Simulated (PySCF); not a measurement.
# Sc⁺: dipole response in x2c-TZVPPall plus 1 even-tempered diffuse shell per l

How polarisable is Sc⁺ at the levels listed below?

Method: unrestricted determinants in a Gaussian basis, no spin-orbit coupling in the energies. Code: PySCF 2.14.0.

### Step 1. Starting point

* Element: scandium (Z = 21)
* Basis: x2c-TZVPPall with one added diffuse shell each of s, p, d, f type (7s6p5d3f1g, 80 functions)
* Hamiltonian: scalar relativity by spin-free X2C-1e
* State 1: Sc⁺: [Ar] 3d1 4s1, high-spin 3D determinant
* Methods: UHF, PBE, PBE0

Outer shells as boxes (Hund's rule):

Sc+ [Ar] 3d1 4s1
```
[Ar] core
3d [↑ ][  ][  ][  ][  ]
4s [↑ ]
```

The runs were made by one driver on top of PySCF. The scripts below sum up each run's settings (the driver also hands on starting orbitals that pick excited configurations, and frozen orbitals as a list rather than a count), and the logs come from the driver's own runs. The driver starts from symmetry-adapted Hartree-Fock orbitals, holds the occupation by maximum overlap and uses a logarithmic radial grid for functionals, so a plain start would take other cycles.

The integrals over 80 functions and the set-up took 0.61 s of CPU time.

### Step 2. Sc⁺

#### UHF

Contents of input.py:

```python
from pyscf import gto, scf, dft, mp, cc
import basis_set_exchange as bse
mol = gto.M(atom="Sc 0 0 0", charge=1, spin=2, symmetry="D2h",
            basis=gto.basis.parse(bse.get_basis("x2c-TZVPPall", elements=["Sc"], fmt="nwchem", augment_diffuse=1)),
            nucmod="G")
mf = scf.UHF(mol).sfx2c1e()
mf.irrep_nelec = {'Ag': (4, 3), 'B1g': (1, 0), 'B1u': (2, 2), 'B2u': (2, 2), 'B3u': (2, 2)}
mf.kernel()
```

Output:

```text
damping factor = 0
level_shift factor = 0
DIIS = <class 'pyscf.scf.diis.CDIIS'>
diis_start_cycle = 1
diis_space = 10
diis_damp = 0
SCF conv_tol = 1e-09
SCF conv_tol_grad = None
number electrons alpha = 11  beta = 9
cycle= 1 E= -763.078123250222  delta_E= -0.00248  |g|= 0.0152  |ddm|= 0.0371
cycle= 2 E= -763.07822386233  delta_E= -0.000101  |g|= 0.00368  |ddm|= 0.00787
cycle= 3 E= -763.078231924528  delta_E= -8.06e-06  |g|= 0.000602  |ddm|= 0.0033
cycle= 4 E= -763.078232856726  delta_E= -9.32e-07  |g|= 0.000288  |ddm|= 0.00175
cycle= 5 E= -763.078233414181  delta_E= -5.57e-07  |g|= 0.000206  |ddm|= 0.00151
cycle= 6 E= -763.078233905628  delta_E= -4.91e-07  |g|= 0.000124  |ddm|= 0.00193
cycle= 7 E= -763.078234159524  delta_E= -2.54e-07  |g|= 2.74e-05  |ddm|= 0.00232
cycle= 8 E= -763.078234165366  delta_E= -5.84e-09  |g|= 2.21e-06  |ddm|= 0.0004
cycle= 9 E= -763.078234165375  delta_E= -8.98e-12  |g|= 3.1e-07  |ddm|= 1.53e-05
converged SCF energy = -763.078234165375  <S^2> = 2.0015042  2S+1 = 3.0010027
```

It used 7.4 s of CPU time after the integrals (shared host).

The occupied shells:

```tsv
shell	electrons	mean orbital energy (eV)	spread (eV)	rms radius (bohr)
1s α	1	-4546.5	0	0.0844
1s β	1	-4546.5	0	0.0844
2s α	1	-531.27	0	0.370
2s β	1	-530.80	0	0.370
2p α	3	-433.92	0.076	0.340
2p β	3	-433.54	0.497	0.340
3s α	1	-78.250	0	1.15
3s β	1	-76.432	0	1.15
3p α	3	-50.742	1.003	1.27
3p β	3	-48.728	1.526	1.27
3d α	1	-16.297	0	1.86
4s α	1	-12.301	0	3.69
```

⟨S²⟩ = 2.002, ⟨L²⟩ = 6.02.

The driver then solved the coupled dipole response at imaginary frequencies: mean α = 76.37 bohr³ (xx, yy, zz: 75.23, 75.23, 78.65), C₆ = 565.2 au for a like pair.

#### PBE

Changes to input.py:

```diff
@@ -5,3 +5,3 @@
             nucmod="G")
-mf = scf.UHF(mol).sfx2c1e()
+mf = dft.UKS(mol, xc="PBE").sfx2c1e()
 mf.irrep_nelec = {'Ag': (4, 3), 'B1g': (1, 0), 'B1u': (2, 2), 'B2u': (2, 2), 'B3u': (2, 2)}
```

Output:

```text
damping factor = 0
level_shift factor = 0
DIIS = <class 'pyscf.scf.diis.CDIIS'>
diis_start_cycle = 1
diis_space = 10
diis_damp = 0
SCF conv_tol = 1e-09
SCF conv_tol_grad = None
number electrons alpha = 11  beta = 9
XC functionals = PBE
    J. P. Perdew, K. Burke, and M. Ernzerhof.,  Phys. Rev. Lett. 77, 3865 (1996)
    J. P. Perdew, K. Burke, and M. Ernzerhof.,  Phys. Rev. Lett. 78, 1396 (1997)
    J. P. Perdew, K. Burke, and M. Ernzerhof.,  Phys. Rev. Lett. 77, 3865 (1996)
    J. P. Perdew, K. Burke, and M. Ernzerhof.,  Phys. Rev. Lett. 78, 1396 (1997)
cycle= 1 E= -763.713899868485  delta_E= -0.00631  |g|= 0.0112  |ddm|= 0.302
cycle= 2 E= -763.713938960943  delta_E= -3.91e-05  |g|= 0.00584  |ddm|= 0.0149
cycle= 3 E= -763.713949691904  delta_E= -1.07e-05  |g|= 0.00149  |ddm|= 0.00946
cycle= 4 E= -763.713950444618  delta_E= -7.53e-07  |g|= 9.58e-05  |ddm|= 0.00223
cycle= 5 E= -763.713950447541  delta_E= -2.92e-09  |g|= 2.47e-05  |ddm|= 0.000841
cycle= 6 E= -763.713950445555  delta_E= 1.99e-09  |g|= 8.8e-06  |ddm|= 0.000507
cycle= 7 E= -763.713950445307  delta_E= 2.48e-10  |g|= 9.28e-08  |ddm|= 0.000128
converged SCF energy = -763.713950445307  <S^2> = 2.0003343  2S+1 = 3.0002228
```

It used 9.5 s of CPU time after the integrals (shared host).

The driver then solved the coupled dipole response at imaginary frequencies: mean α = 59.59 bohr³ (xx, yy, zz: 58.78, 58.78, 61.20), C₆ = 406.0 au for a like pair.

#### PBE0

Changes to input.py:

```diff
@@ -5,3 +5,3 @@
             nucmod="G")
-mf = dft.UKS(mol, xc="PBE").sfx2c1e()
+mf = dft.UKS(mol, xc="PBE0").sfx2c1e()
 mf.irrep_nelec = {'Ag': (4, 3), 'B1g': (1, 0), 'B1u': (2, 2), 'B2u': (2, 2), 'B3u': (2, 2)}
```

Output:

```text
damping factor = 0
level_shift factor = 0
DIIS = <class 'pyscf.scf.diis.CDIIS'>
diis_start_cycle = 1
diis_space = 10
diis_damp = 0
SCF conv_tol = 1e-09
SCF conv_tol_grad = None
number electrons alpha = 11  beta = 9
XC functionals = PBE0
    C. Adamo and V. Barone.,  J. Chem. Phys. 110, 6158 (1999)
    M. Ernzerhof and G. E. Scuseria.,  J. Chem. Phys. 110, 5029 (1999)
cycle= 1 E= -763.753148451121  delta_E= -0.00416  |g|= 0.0104  |ddm|= 0.223
cycle= 2 E= -763.753203446077  delta_E= -5.5e-05  |g|= 0.0061  |ddm|= 0.0305
cycle= 3 E= -763.753215372279  delta_E= -1.19e-05  |g|= 0.000424  |ddm|= 0.00997
cycle= 4 E= -763.753216330874  delta_E= -9.59e-07  |g|= 0.000218  |ddm|= 0.00424
cycle= 5 E= -763.75321732356  delta_E= -9.93e-07  |g|= 0.00025  |ddm|= 0.00312
cycle= 6 E= -763.753214374126  delta_E= 2.95e-06  |g|= 8.86e-05  |ddm|= 0.0127
cycle= 7 E= -763.753214006091  delta_E= 3.68e-07  |g|= 1.02e-05  |ddm|= 0.00646
cycle= 8 E= -763.7532140061  delta_E= -8.53e-12  |g|= 3.87e-06  |ddm|= 0.000128
converged SCF energy = -763.7532140061  <S^2> = 2.0005156  2S+1 = 3.0003437
```

CPU time 16 s on a shared host, the integrals not counted.

The driver then solved the coupled dipole response at imaginary frequencies: mean α = 63.66 bohr³ (xx, yy, zz: 62.45, 62.45, 66.06), C₆ = 442.2 au for a like pair.

Radial density 4πr²ρ of Sc⁺ at UHF:

```tsv
r (bohr)	density	spin density
0.00143	0.192	0.000
0.00241	0.494	0.000
0.00405	1.25	0.001
0.00681	3.02	0.001
0.0115	6.80	0.003
0.0193	13.5	0.005
0.0324	21.6	0.007
0.0545	24.7	0.005
0.0918	19.5	-0.003
0.154	20.7	0.008
0.260	26.1	0.048
0.437	11.9	0.159
0.734	7.73	0.486
1.24	7.07	0.555
2.08	1.42	0.505
3.49	0.401	0.390
5.88	0.0490	0.049
9.89	0.000314	0.000
```

### Step 3. Polarisabilities and C₆

Sc⁺, in atomic units:

```tsv
method	mean α	C₆ (like pair)	S(−4)
UHF	76.37	565.2	5331
PBE	59.59	406.0	3085
PBE0	63.66	442.2	3585
```

α(iu) at PBE0:

```tsv
u (hartree)	α(iu) (bohr³)
0	63.66
0.0500	55.88
0.100	41.36
0.200	21.60
0.300	13.11
0.500	6.936
0.750	4.326
1.00	3.123
1.50	1.921
2.00	1.304
3.00	0.7027
5.00	0.2932
```

### Step 4. Summary of results

```
quantity                             value
α of Sc⁺  59.59 (PBE) to 76.37 (UHF) bohr³
```

What this shows: A single London oscillator with the computed α and C₆ of Sc⁺ at UHF would have ω = 4 C₆ / (3 α²) = 0.129 hartree. All values hold for this basis alone; no basis-set limit was taken.
